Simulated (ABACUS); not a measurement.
**HPbNO4 under changes of volume**

One of the cells (14.059 Å³/atom); the others are scaled copies at fixed shape and fractional positions:

```
H Pb N O
1.0
     3.85707    0.00178   -0.03658
     0.17353    4.33436   -0.01647
     0.75803    0.83873    5.87662
H Pb N O
1 1 1 4
Direct
  0.61511 0.89559 0.19844
  0.64597 0.44651 0.91685
  0.71474 0.23810 0.50058
  0.16958 0.47007 0.77768
  0.62919 0.97045 0.49845
  0.56424 0.92583 0.03849
  0.78022 0.42250 0.31951
```

The cell was built by a generator and needn't be a form met in nature.

* Program: ABACUS 3.10.1
* Functional: r2SCAN
* Potentials or basis: SG15 ONCV 1.2 PBE
* Cutoff: 1361 eV
* Density cutoff: 5442 eV
* Basis: DZP LCAO (the cutoffs set its grid)
* k mesh: 4 × 4 × 3
* Occupations: fermi-dirac, width 0.05 eV
* Spin: no spin polarisation

```tsv
volume (Å³/atom)	energy over the lowest point (meV/atom)	pressure (GPa)	gap on the mesh (eV)	largest force (eV/Å)
13.215	?	?	?	?
13.496	14.90	6.2	0.54	2.902
13.778	6.27	3.8	0.51	2.204
14.059	1.40	1.8	0.48	1.541
14.340	0.00	-0.1	0.45	0.953
14.621	1.68	-1.8	0.43	0.382
14.902	6.15	-3.3	0.41	0.368
```

**Question.** What does the run at 13.215 Å³/atom give?

**Answer.** Energy over the lowest point 27.97 meV/atom; pressure 8.8 GPa; gap on the mesh 0.57 eV; largest force 3.668 eV/Å.

Worked out: A Birch-Murnaghan fit of order 3 (a polynomial in V^(-2/3)) to the other rows has its minimum at 14.32 Å³/atom with B0 = V·E''(V) = 90 GPa and B' = 4.0 at fixed shape and positions, which overstates the stiffness. It gives 27.70 meV/atom at 13.215 Å³/atom, against the run's 27.97, and -dE/dV = 8.6 GPa, against 8.8. A straight line through the other rows of the gap, of slope -1.33 eV per unit of ln V, extrapolates to 0.56 eV, against the run's 0.57.

Energies are extrapolated to zero smearing.

Caveats: the atomic orbitals were generated for these runs and aren't a published set; the potentials were made for another functional, which shifts forces and pressure; spin-orbit coupling is left out, which as a rule narrows the gap of such compounds by several tenths of an eV; an odd mesh through Γ misses points on the zone boundary, where band edges often lie; the basis of atomic orbitals isn't converged, which shifts pressures, moduli and gaps.
